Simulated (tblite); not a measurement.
# C5H8O4Si: the cost of one run

Programs: tblite 0.8.0 and PySCF 2.14.0, with density-fitted response routines of our own. Each step states its level of theory. These are calculated values for one molecule in the gas phase, unless marked as measured. Atoms count from 0, in the outputs and in this text.

## 1. The starting structure

18 atoms, charge 0, multiplicity 1; geometry from: force field or distance geometry start.

Bonds of the start (Å): O0–C1 1.21, C1–C2 1.48, C2–C3 1.49, C3–C4 1.53, C4–Si5 1.86, Si5–O6 1.74, O6–C7 1.37, C7–O8 1.24, C7–O9 1.38, O9–C2 1.40, C1–H10 1.08, C2–H11 1.13, C3–H12 1.09, C3–H13 1.11, C4–H14 1.11, C4–H15 1.11, Si5–H16 1.46, Si5–H17 1.47.

## 2. Optimising the geometry with GFN2-xTB

The job: settings as JSON, then the geometry in Å.

```
{"job": {"kind": "relax", "xc": "GFN2-xTB", "basis": "xTB"}, "charge": 0, "multiplicity": 1}
O     -2.273200     0.629600     1.324200
C     -2.096400    -0.196200     0.453700
C     -1.225400     0.165300    -0.690100
C     -0.127700    -0.807300    -0.947200
C      0.492200    -1.160400     0.403800
Si     1.982600    -0.086000     0.702900
O      1.634300     1.475800     0.017700
C      0.429400     2.056600    -0.292700
O      0.479300     3.289000    -0.410400
O     -0.817200     1.494600    -0.501800
H     -2.538100    -1.172000     0.546700
H     -1.881800     0.177500    -1.605200
H      0.605000    -0.364600    -1.625800
H     -0.571300    -1.746100    -1.339100
H     -0.227600    -0.962600     1.221500
H      0.781400    -2.232900     0.472000
H      3.193300    -0.636800     0.102900
H      2.152400     0.082800     2.155100
```

Launch:

```
$ OMP_NUM_THREADS=1 python probes_run.py task.json out
```

This one command runs all jobs of the session in turn.

Q: Estimate the wall time and peak memory of this first job on 1 thread of Arm Neoverse N1, shared host.

About 2.1 s, with a peak of 0.18 GiB.
